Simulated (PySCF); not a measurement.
# C2H4GeTe: NMR shieldings, spin-spin couplings, relativistic core levels, part 1 of 2

What do calculations give for the NMR shieldings, spin-spin couplings, relativistic core levels of C2H4GeTe (`C#[C][GeH2][TeH]`)?

Computed with PySCF 2.14.0 and routines of our own; the level stands in each step. Atoms count from 0.

## (1) The system as given

8 atoms, charge 0, multiplicity 1; geometry from: GFN2-xTB.

## (2) NMR shieldings: PBE/pcJ-1 Ge:dyall-v2z Te:dyall-v2z, spin–orbit

Job settings and geometry (Å):

```
{"job": {"kind": "hnmr", "xc": "PBE", "basis": {"default": "pcJ-1", "Ge": "dyall-v2z", "Te": "dyall-v2z"}, "rel": "so"}, "charge": 0, "multiplicity": 1}
C     -2.422233    -0.376821    -0.227920
C     -1.292377    -0.007785    -0.042929
Ge     0.521706     0.484254     0.208264
Te     1.949111    -1.438114    -0.533331
H     -3.418105    -0.682919    -0.383153
H      0.652678     0.861111     1.664604
H      0.715331     1.766688    -0.565484
H      3.302946    -0.597002    -0.144617
```

Method: PBE/pcJ-1 Ge:dyall-v2z Te:dyall-v2z GIAO NMR shielding, X2C with spin-orbit coupling, screened-nuclear two-electron part, Gaussian nuclei, gas phase.

Started as:

```bash
$ OMP_NUM_THREADS=1 python heavy_run.py task.json out
```

One launch serves the whole session: the jobs run in the order shown.

The program printed:

```text
spin-free SCF
coarse grid: 35696 points
cycle   1  E = -8970.3550127796  dE =  3.545e-02  |g| = 7.583e-01  |ddm| = 2.729e+00
cycle   2  E = -8970.2309958350  dE =  1.240e-01  |g| = 1.238e+00  |ddm| = 1.247e+00
cycle   3  E = -8970.4276040294  dE = -1.966e-01  |g| = 7.635e-02  |ddm| = 8.456e-01
cycle   4  E = -8970.4275600257  dE =  4.400e-05  |g| = 6.506e-02  |ddm| = 1.579e-01
cycle   5  E = -8970.4283214750  dE = -7.614e-04  |g| = 4.593e-02  |ddm| = 9.498e-02
cycle   6  E = -8970.4288218995  dE = -5.004e-04  |g| = 9.915e-03  |ddm| = 3.158e-02
cycle   7  E = -8970.4288480049  dE = -2.611e-05  |g| = 2.965e-03  |ddm| = 1.433e-02
cycle   8  E = -8970.4288499305  dE = -1.926e-06  |g| = 4.456e-04  |ddm| = 3.316e-03
final grid: 70992 points
cycle   9  E = -8970.4298678513  dE = -6.039e-06  |g| = 4.891e-03  |ddm| = 1.412e-03
cycle  10  E = -8970.4298677945  dE =  5.681e-08  |g| = 8.337e-04  |ddm| = 6.341e-04
cycle  11  E = -8970.4298673277  dE =  4.667e-07  |g| = 1.684e-03  |ddm| = 1.284e-03
cycle  12  E = -8970.4298677967  dE = -4.690e-07  |g| = 5.942e-04  |ddm| = 1.194e-03
cycle  13  E = -8970.4298678748  dE = -7.809e-08  |g| = 4.866e-05  |ddm| = 3.444e-04
cycle  14  E = -8970.4298678750  dE = -2.437e-10  |g| = 5.668e-06  |ddm| = 3.863e-05
converged SCF energy = -8970.4298678750
two-component SCF
cycle   1  E = -8969.5636568699  dE = -8.970e+03  |FDS-SDF| = 1.145e+02
cycle   2  E = -8971.5622586294  dE = -1.999e+00  |FDS-SDF| = 7.348e-02
cycle   3  E = -8971.5622628467  dE = -4.217e-06  |FDS-SDF| = 1.707e-02
cycle   4  E = -8971.5622635117  dE = -6.650e-07  |FDS-SDF| = 1.025e-02
cycle   5  E = -8971.5622680399  dE = -4.528e-06  |FDS-SDF| = 2.752e-03
cycle   6  E = -8971.5622689481  dE = -9.082e-07  |FDS-SDF| = 1.701e-03
cycle   7  E = -8971.5622696365  dE = -6.884e-07  |FDS-SDF| = 2.405e-04
cycle   8  E = -8971.5622696540  dE = -1.751e-08  |FDS-SDF| = 4.774e-05
converged, E = -8971.5622696540

Field gradients (au) and densities at the nuclei (bohr^-3)
atom        Vxx        Vyy        Vzz        centre      nuclear mean
  0 C      0.1270     0.1535    -0.2805        126.410        126.408
  1 C      0.1273     0.1311    -0.2584        126.406        126.404
  2 Ge     0.0421     0.8585    -0.9006      29280.243      29250.772
  3 Te     2.6517     6.0721    -8.7239     225135.872     218312.566
  4 H     -0.1880    -0.1891     0.3771          0.474          0.474
  5 H     -0.0754    -0.0771     0.1524          0.423          0.423
  6 H     -0.0753    -0.0770     0.1523          0.423          0.423
  7 H     -0.0693    -0.0919     0.1612          0.399          0.399
without picture change
  2 Ge                          -0.9276                     45069.455
  3 Te                          -9.4489                    486147.455

Core orbital energies (eV)
atom   shell        mean    spread
  2 Ge 1s       -10949.061   0.000
  2 Ge 2s        -1370.310   0.000
  2 Ge 3s         -168.294   0.000
  2 Ge 4s          -16.193   0.000
  2 Ge 2p1/2     -1218.600   0.000
  2 Ge 2p3/2     -1187.097   0.018
  2 Ge 3p1/2      -118.348   0.000
  2 Ge 3p3/2      -114.098   0.056
  2 Ge 3d3/2       -29.665   0.061
  2 Ge 3d5/2       -29.102   0.102
  3 Te 1s       -31563.986   0.000
  3 Te 2s        -4840.120   0.000
  3 Te 3s         -962.930   0.000
  3 Te 4s         -163.564   0.000
  3 Te 5s          -16.246   0.000
  3 Te 2p1/2     -4533.916   0.000
  3 Te 2p3/2     -4261.085   0.034
  3 Te 3p1/2      -837.327   0.000
  3 Te 3p3/2      -786.301   0.089
  3 Te 4p1/2      -120.422   0.000
  3 Te 4p3/2      -110.717   0.244
  3 Te 3d3/2      -564.980   0.081
  3 Te 3d5/2      -554.459   0.106
  3 Te 4d3/2       -41.994   0.304
  3 Te 4d5/2       -40.524   0.389

vertical triplet (scalar unrestricted SCF): 3.654 eV

Shielding tensors (ppm)
atom      isotropic    diamagn.    paramagn.     s11        s22        s33       span
  0 C        82.40      261.76     -179.36      -0.34      -0.07     247.62     247.97
  1 C        99.29      254.19     -154.91       1.92       3.98     291.96     290.04
  2 Ge     1809.88     2652.41     -842.52    1715.75    1735.35    1978.55     262.80
  3 Te     4736.35     4967.13     -230.77    3841.88    4924.85    5442.33    1600.45
  4 H        29.86       31.62       -1.76      24.53      24.65      40.40      15.87
  5 H        26.93       27.74       -0.82      18.37      23.16      39.25      20.88
  6 H        26.93       27.73       -0.80      18.39      23.18      39.22      20.83
  7 H        38.71       28.17       10.54      23.50      45.41      47.21      23.71
```

Run time: 2.1 min. Hardware: 1 thread of AMD EPYC, shared host; peak memory 1.2 GiB.

In short:

| quantity | value |
| --- | --- |
| energy from spin-orbit coupling | -1.1324 Eh |

Orbitals, density, ELF and potential are computed afterwards from the orbital file.

Frontier orbitals at PBE/dyall-v2z+pcJ-1, with the share of their density that lies nearest to each atom:

| orbital | energy (eV) | lies on |
| --- | --- | --- |
| HOMO | -5.53 | Te3 80 %; H7 10 % |
| LUMO | -1.90 | Te3 43 %; Ge2 20 %; H5, H6, H7 about 9 % each |

ELF in a plane through or near 6 of the atoms.

Ten even steps from '0' (0.00) to '9' (1.00):
```
0000000000000000000000000000
0000000000000000000000000000
0000000000000000000000000000
0000000000000000000000000000
0000000000000000000000000000
0000000000122200000000000000
0000000001233221233320000000
0000000001323224666541000000
0000011002237718778763100000
0000599413326528328667630000
0002999944631158126839982000
0003999942365346687179993000
0002899636435203677689992000
0000367365724100355558840000
0000013346635200023211100000
0000002543365200000000000000
0000001577774100000000000000
0000000356652000000000000000
0000000122210000000000000000
0000000000000000000000000000
```
The map spans 12.1 Å across and 8.4 Å up, centred on the molecule. Atoms in the plane (x, y in Å): C0 (2.4, -0.3), C1 (1.3, 0.0), Ge2 (-0.5, 0.5), Te3 (-1.9, -1.6), H4 (3.4, -0.7), H7 (-3.3, -0.7).

On the surface of density 0.002 e/bohr³ the electrostatic potential runs, from the 1st to the 99th percentile, from -0.71 V near C1 to 1.51 V near H4.

## (3) Spin-spin couplings: PBE/pcJ-1 Ge:dyall-v2z Te:dyall-v2z, spin–orbit

The job, as its differences from that of step 2:

```diff
@@ -1,2 +1,2 @@
-{"job": {"kind": "hnmr", "xc": "PBE", "basis": {"default": "pcJ-1", "Ge": "dyall-v2z", "Te": "dyall-v2z"}, "rel": "so"}, "charge": 0, "multiplicity": 1}
+{"job": {"kind": "hj", "xc": "PBE", "basis": {"default": "pcJ-1", "Ge": "dyall-v2z", "Te": "dyall-v2z"}, "rel": "so", "atoms": [3]}, "charge": 0, "multiplicity": 1}
 C     -2.422233    -0.376821    -0.227920
```

Level: PBE/pcJ-1 Ge:dyall-v2z Te:dyall-v2z indirect spin-spin coupling, X2C with spin-orbit coupling, screened-nuclear two-electron part, Gaussian nuclei, gas phase.

The program printed:

```text
spin-free SCF
coarse grid: 35696 points
cycle   1  E = -8970.3550127796  dE =  3.545e-02  |g| = 7.583e-01  |ddm| = 2.729e+00
cycle   2  E = -8970.2309958350  dE =  1.240e-01  |g| = 1.238e+00  |ddm| = 1.247e+00
cycle   3  E = -8970.4276040294  dE = -1.966e-01  |g| = 7.635e-02  |ddm| = 8.456e-01
cycle   4  E = -8970.4275600257  dE =  4.400e-05  |g| = 6.506e-02  |ddm| = 1.579e-01
cycle   5  E = -8970.4283214750  dE = -7.614e-04  |g| = 4.593e-02  |ddm| = 9.498e-02
cycle   6  E = -8970.4288218995  dE = -5.004e-04  |g| = 9.915e-03  |ddm| = 3.158e-02
cycle   7  E = -8970.4288480049  dE = -2.611e-05  |g| = 2.965e-03  |ddm| = 1.433e-02
cycle   8  E = -8970.4288499305  dE = -1.926e-06  |g| = 4.456e-04  |ddm| = 3.316e-03
final grid: 70992 points
cycle   9  E = -8970.4298678513  dE = -6.039e-06  |g| = 4.891e-03  |ddm| = 1.412e-03
cycle  10  E = -8970.4298677945  dE =  5.681e-08  |g| = 8.337e-04  |ddm| = 6.341e-04
cycle  11  E = -8970.4298673277  dE =  4.667e-07  |g| = 1.684e-03  |ddm| = 1.284e-03
cycle  12  E = -8970.4298677967  dE = -4.690e-07  |g| = 5.942e-04  |ddm| = 1.194e-03
cycle  13  E = -8970.4298678748  dE = -7.809e-08  |g| = 4.866e-05  |ddm| = 3.444e-04
cycle  14  E = -8970.4298678750  dE = -2.437e-10  |g| = 5.668e-06  |ddm| = 3.863e-05
converged SCF energy = -8970.4298678750
two-component SCF
cycle   1  E = -8969.5636568699  dE = -8.970e+03  |FDS-SDF| = 1.145e+02
cycle   2  E = -8971.5622586294  dE = -1.999e+00  |FDS-SDF| = 7.348e-02
cycle   3  E = -8971.5622628467  dE = -4.217e-06  |FDS-SDF| = 1.707e-02
cycle   4  E = -8971.5622635117  dE = -6.650e-07  |FDS-SDF| = 1.025e-02
cycle   5  E = -8971.5622680399  dE = -4.528e-06  |FDS-SDF| = 2.752e-03
cycle   6  E = -8971.5622689481  dE = -9.082e-07  |FDS-SDF| = 1.701e-03
cycle   7  E = -8971.5622696365  dE = -6.884e-07  |FDS-SDF| = 2.405e-04
cycle   8  E = -8971.5622696540  dE = -1.751e-08  |FDS-SDF| = 4.774e-05
converged, E = -8971.5622696540

Indirect spin-spin couplings
  i        j     bonds      J/Hz   K/1e19 T2/J   anisotropy/Hz
  3 125Te   0  13C    3       -4.71        4.90       -27.7
  3 125Te   1  13C    2      -53.90       56.08       -39.4
  3 125Te   2  73Ge   1     -203.44    -1521.48       174.4
  3 125Te   4   1H    4        3.51       -0.92        -5.6
  3 125Te   5   1H    2       37.96       -9.93      -170.5
  3 125Te   6   1H    2       37.56       -9.83      -171.1
  3 125Te   7   1H    1      270.16      -70.69      -796.5
```

It took 80 s on 1 thread of AMD EPYC, shared host; peak memory 1.1 GiB.

From this job:

| quantity | value |
| --- | --- |
| energy from spin-orbit coupling | -1.1324 Eh |

## (4) Relativistic core levels: PBE/pcJ-1 Ge:dyall-v2z Te:dyall-v2z, spin–orbit

The job, as its differences from that of step 3:

```diff
@@ -1,2 +1,2 @@
-{"job": {"kind": "hj", "xc": "PBE", "basis": {"default": "pcJ-1", "Ge": "dyall-v2z", "Te": "dyall-v2z"}, "rel": "so", "atoms": [3]}, "charge": 0, "multiplicity": 1}
+{"job": {"kind": "hxps", "xc": "PBE", "basis": {"default": "pcJ-1", "Ge": "dyall-v2z", "Te": "dyall-v2z"}, "rel": "so", "holes": [[3, "3d"], [2, "2p"]]}, "charge": 0, "multiplicity": 1}
 C     -2.422233    -0.376821    -0.227920
```

Method: PBE/pcJ-1 Ge:dyall-v2z Te:dyall-v2z core ionisation, delta-SCF with one localised hole, X2C with spin-orbit coupling, screened-nuclear two-electron part, Gaussian nuclei, gas phase.

The program printed:

```text
spin-free SCF
coarse grid: 35696 points
cycle   1  E = -8970.3550127796  dE =  3.545e-02  |g| = 7.583e-01  |ddm| = 2.729e+00
cycle   2  E = -8970.2309958350  dE =  1.240e-01  |g| = 1.238e+00  |ddm| = 1.247e+00
cycle   3  E = -8970.4276040294  dE = -1.966e-01  |g| = 7.635e-02  |ddm| = 8.456e-01
cycle   4  E = -8970.4275600257  dE =  4.400e-05  |g| = 6.506e-02  |ddm| = 1.579e-01
cycle   5  E = -8970.4283214750  dE = -7.614e-04  |g| = 4.593e-02  |ddm| = 9.498e-02
cycle   6  E = -8970.4288218995  dE = -5.004e-04  |g| = 9.915e-03  |ddm| = 3.158e-02
cycle   7  E = -8970.4288480049  dE = -2.611e-05  |g| = 2.965e-03  |ddm| = 1.433e-02
cycle   8  E = -8970.4288499305  dE = -1.926e-06  |g| = 4.456e-04  |ddm| = 3.316e-03
final grid: 70992 points
cycle   9  E = -8970.4298678513  dE = -6.039e-06  |g| = 4.891e-03  |ddm| = 1.412e-03
cycle  10  E = -8970.4298677945  dE =  5.681e-08  |g| = 8.337e-04  |ddm| = 6.341e-04
cycle  11  E = -8970.4298673277  dE =  4.667e-07  |g| = 1.684e-03  |ddm| = 1.284e-03
cycle  12  E = -8970.4298677967  dE = -4.690e-07  |g| = 5.942e-04  |ddm| = 1.194e-03
cycle  13  E = -8970.4298678748  dE = -7.809e-08  |g| = 4.866e-05  |ddm| = 3.444e-04
cycle  14  E = -8970.4298678750  dE = -2.437e-10  |g| = 5.668e-06  |ddm| = 3.863e-05
converged SCF energy = -8970.4298678750
two-component SCF
cycle   1  E = -8969.5636568699  dE = -8.970e+03  |FDS-SDF| = 1.145e+02
cycle   2  E = -8971.5622586294  dE = -1.999e+00  |FDS-SDF| = 7.348e-02
cycle   3  E = -8971.5622628467  dE = -4.217e-06  |FDS-SDF| = 1.707e-02
cycle   4  E = -8971.5622635117  dE = -6.650e-07  |FDS-SDF| = 1.025e-02
cycle   5  E = -8971.5622680399  dE = -4.528e-06  |FDS-SDF| = 2.752e-03
cycle   6  E = -8971.5622689481  dE = -9.082e-07  |FDS-SDF| = 1.701e-03
cycle   7  E = -8971.5622696365  dE = -6.884e-07  |FDS-SDF| = 2.405e-04
cycle   8  E = -8971.5622696540  dE = -1.751e-08  |FDS-SDF| = 4.774e-05
converged, E = -8971.5622696540

Field gradients (au) and densities at the nuclei (bohr^-3)
atom        Vxx        Vyy        Vzz        centre      nuclear mean
  0 C      0.1270     0.1535    -0.2805        126.410        126.408
  1 C      0.1273     0.1311    -0.2584        126.406        126.404
  2 Ge     0.0421     0.8585    -0.9006      29280.243      29250.772
  3 Te     2.6517     6.0721    -8.7239     225135.872     218312.566
  4 H     -0.1880    -0.1891     0.3771          0.474          0.474
  5 H     -0.0754    -0.0771     0.1524          0.423          0.423
  6 H     -0.0753    -0.0770     0.1523          0.423          0.423
  7 H     -0.0693    -0.0919     0.1612          0.399          0.399
without picture change
  2 Ge                          -0.9276                     45069.455
  3 Te                          -9.4489                    486147.455

Core orbital energies (eV)
atom   shell        mean    spread
  2 Ge 1s       -10949.061   0.000
  2 Ge 2s        -1370.310   0.000
  2 Ge 3s         -168.294   0.000
  2 Ge 4s          -16.193   0.000
  2 Ge 2p1/2     -1218.600   0.000
  2 Ge 2p3/2     -1187.097   0.018
  2 Ge 3p1/2      -118.348   0.000
  2 Ge 3p3/2      -114.098   0.056
  2 Ge 3d3/2       -29.665   0.061
  2 Ge 3d5/2       -29.102   0.102
  3 Te 1s       -31563.986   0.000
  3 Te 2s        -4840.120   0.000
  3 Te 3s         -962.930   0.000
  3 Te 4s         -163.564   0.000
  3 Te 5s          -16.246   0.000
  3 Te 2p1/2     -4533.916   0.000
  3 Te 2p3/2     -4261.085   0.034
  3 Te 3p1/2      -837.327   0.000
  3 Te 3p3/2      -786.301   0.089
  3 Te 4p1/2      -120.422   0.000
  3 Te 4p3/2      -110.717   0.244
  3 Te 3d3/2      -564.980   0.081
  3 Te 3d5/2      -554.459   0.106
  3 Te 4d3/2       -41.994   0.304
  3 Te 4d5/2       -40.524   0.389

hole in 3d5/2 of atom 3
cycle   1  E = -8949.6868699897  dE = -8.950e+03  |FDS-SDF| = 4.691e+00
cycle   2  E = -8949.3204559066  dE =  3.664e-01  |FDS-SDF| = 4.358e+00
cycle   3  E = -8950.2680481878  dE = -9.476e-01  |FDS-SDF| = 6.507e-01
cycle   4  E = -8950.2875377258  dE = -1.949e-02  |FDS-SDF| = 5.850e-01
cycle   5  E = -8950.3574769885  dE = -6.994e-02  |FDS-SDF| = 3.389e-01
cycle   6  E = -8950.3879583403  dE = -3.048e-02  |FDS-SDF| = 3.494e-02
cycle   7  E = -8950.3882629394  dE = -3.046e-04  |FDS-SDF| = 1.300e-02
cycle   8  E = -8950.3883066019  dE = -4.366e-05  |FDS-SDF| = 4.303e-03
cycle   9  E = -8950.3883122302  dE = -5.628e-06  |FDS-SDF| = 1.336e-03
cycle  10  E = -8950.3883124787  dE = -2.486e-07  |FDS-SDF| = 3.151e-04
cycle  11  E = -8950.3883124889  dE = -1.014e-08  |FDS-SDF| = 9.680e-05
converged, E = -8950.3883124889
hole in 2p3/2 of atom 2
cycle   1  E = -8925.6332164761  dE = -8.926e+03  |FDS-SDF| = 6.633e+00
cycle   2  E = -8923.9515196390  dE =  1.682e+00  |FDS-SDF| = 7.100e+00
cycle   3  E = -8926.0251882539  dE = -2.074e+00  |FDS-SDF| = 1.767e+00
cycle   4  E = -8926.1614187384  dE = -1.362e-01  |FDS-SDF| = 1.426e+00
cycle   5  E = -8926.7228522872  dE = -5.614e-01  |FDS-SDF| = 4.220e-01
cycle   6  E = -8926.7541102088  dE = -3.126e-02  |FDS-SDF| = 2.042e-01
cycle   7  E = -8926.7659180551  dE = -1.181e-02  |FDS-SDF| = 3.121e-02
cycle   8  E = -8926.7660601363  dE = -1.421e-04  |FDS-SDF| = 1.306e-02
cycle   9  E = -8926.7661008863  dE = -4.075e-05  |FDS-SDF| = 3.523e-03
cycle  10  E = -8926.7661041139  dE = -3.228e-06  |FDS-SDF| = 9.312e-04
cycle  11  E = -8926.7661043964  dE = -2.825e-07  |FDS-SDF| = 2.998e-04
cycle  12  E = -8926.7661044191  dE = -2.273e-08  |FDS-SDF| = 6.392e-05
converged, E = -8926.7661044191

Core binding energies (eV)
atom   line    delta-SCF   -orbital   splitting
  3 Te 3d5/2     576.126     554.46    10.521
  2 Ge 2p3/2    1218.959    1187.10    31.503
```

It took 86 s on 1 thread of AMD EPYC, shared host; peak memory 1.1 GiB.

Key values:

| quantity | value |
| --- | --- |
| energy from spin-orbit coupling | -1.1324 Eh |

## (5) NMR shieldings: PBE/pcJ-1 Ge:dyall-v2z Te:dyall-v2z, non-relativistic

Job settings and geometry (Å):

```
{"job": {"kind": "hnmr", "xc": "PBE", "basis": {"default": "pcJ-1", "Ge": "dyall-v2z", "Te": "dyall-v2z"}, "rel": "nr"}, "charge": 0, "multiplicity": 1}
C     -2.422233    -0.376821    -0.227920
C     -1.292377    -0.007785    -0.042929
Ge     0.521706     0.484254     0.208264
Te     1.949111    -1.438114    -0.533331
H     -3.418105    -0.682919    -0.383153
H      0.652678     0.861111     1.664604
H      0.715331     1.766688    -0.565484
H      3.302946    -0.597002    -0.144617
```

Level: PBE/pcJ-1 Ge:dyall-v2z Te:dyall-v2z GIAO NMR shielding, non-relativistic, Gaussian nuclei, gas phase.

The program printed:

```text
non-relativistic SCF
coarse grid: 35696 points
cycle   1  E = -8768.5392412600  dE = -2.306e+02  |g| = 9.403e+00  |ddm| = 3.501e+00
cycle   2  E = -8768.4133072288  dE =  1.259e-01  |g| = 3.396e+00  |ddm| = 1.789e+00
cycle   3  E = -8768.4296077436  dE = -1.630e-02  |g| = 2.537e+00  |ddm| = 2.291e+00
cycle   4  E = -8768.8814204532  dE = -4.518e-01  |g| = 5.613e-01  |ddm| = 1.363e+00
cycle   5  E = -8768.8938892646  dE = -1.247e-02  |g| = 1.990e-01  |ddm| = 2.790e-01
cycle   6  E = -8768.8963012379  dE = -2.412e-03  |g| = 1.556e-01  |ddm| = 2.377e-01
cycle   7  E = -8768.9023240862  dE = -6.023e-03  |g| = 2.520e-02  |ddm| = 1.011e-01
cycle   8  E = -8768.9024665646  dE = -1.425e-04  |g| = 5.823e-03  |ddm| = 4.207e-02
cycle   9  E = -8768.9024779197  dE = -1.136e-05  |g| = 8.254e-04  |ddm| = 1.064e-02
cycle  10  E = -8768.9024781481  dE = -2.284e-07  |g| = 2.082e-04  |ddm| = 1.532e-03
final grid: 70992 points
cycle  11  E = -8768.9026505100  dE = -1.397e-07  |g| = 6.258e-04  |ddm| = 1.457e-03
cycle  12  E = -8768.9026504213  dE =  8.878e-08  |g| = 7.252e-04  |ddm| = 1.026e-03
cycle  13  E = -8768.9026504812  dE = -5.998e-08  |g| = 5.061e-04  |ddm| = 9.205e-04
cycle  14  E = -8768.9026505241  dE = -4.285e-08  |g| = 2.776e-04  |ddm| = 4.330e-04
cycle  15  E = -8768.9026505422  dE = -1.812e-08  |g| = 3.923e-05  |ddm| = 1.885e-04
cycle  16  E = -8768.9026505425  dE = -2.728e-10  |g| = 6.636e-06  |ddm| = 3.719e-05
converged SCF energy = -8768.9026505425
check of the scalar solution
cycle   1  E = -8768.9026505425  dE = -8.769e+03  |FDS-SDF| = 6.636e-06
cycle   2  E = -8768.9026505425  dE =  2.183e-11  |FDS-SDF| = 8.388e-06
converged, E = -8768.9026505425

Field gradients (au) and densities at the nuclei (bohr^-3)
atom        Vxx        Vyy        Vzz        centre      nuclear mean
  0 C      0.1293     0.1545    -0.2838        125.831        125.829
  1 C      0.1292     0.1320    -0.2612        125.824        125.822
  2 Ge     0.0365     0.8287    -0.8652      22244.763      22230.909
  3 Te     1.9237     5.4050    -7.3287      98285.218      97935.006
  4 H     -0.1880    -0.1891     0.3771          0.474          0.474
  5 H     -0.0772    -0.0789     0.1560          0.426          0.426
  6 H     -0.0771    -0.0788     0.1559          0.426          0.426
  7 H     -0.0732    -0.0956     0.1688          0.403          0.403

Core orbital energies (eV)
atom   shell        mean    spread
  2 Ge 1s       -10802.700   0.000
  2 Ge 2s        -1336.851   0.000
  2 Ge 3s         -162.883   0.000
  2 Ge 4s          -16.109   0.000
  2 Ge 2p        -1190.127   0.031
  2 Ge 3p         -114.319   0.099
  2 Ge 3d          -30.161   0.150
  3 Te 1s       -30394.441   0.000
  3 Te 2s        -4547.975   0.000
  3 Te 3s         -902.214   0.000
  3 Te 4s         -151.533   0.000
  3 Te 5s          -15.482   0.000
  3 Te 2p        -4267.708   0.054
  3 Te 3p         -785.091   0.141
  3 Te 4p         -111.228   0.385
  3 Te 3d         -567.552   0.111
  3 Te 4d          -43.194   0.417

Shielding tensors (ppm)
atom      isotropic    diamagn.    paramagn.     s11        s22        s33       span
  0 C        79.90      262.67     -182.77      -4.24      -2.83     246.77     251.01
  1 C        96.64      255.55     -158.91      -3.06       2.72     290.27     293.33
  2 Ge     1491.22     2758.48    -1267.26    1408.03    1470.53    1595.10     187.07
  3 Te     3745.22     5365.23    -1620.01    3157.01    3528.62    4550.04    1393.04
  4 H        29.80       31.66       -1.86      24.38      24.52      40.49      16.11
  5 H        26.38       27.99       -1.61      18.75      21.18      39.22      20.47
  6 H        26.38       27.99       -1.61      18.74      21.18      39.21      20.48
  7 H        31.06       28.59        2.46      19.04      24.62      49.51      30.47
```

It took 27 s on 1 thread of AMD EPYC, shared host; peak memory 1.1 GiB.

(Continued in part 2 of 2.)
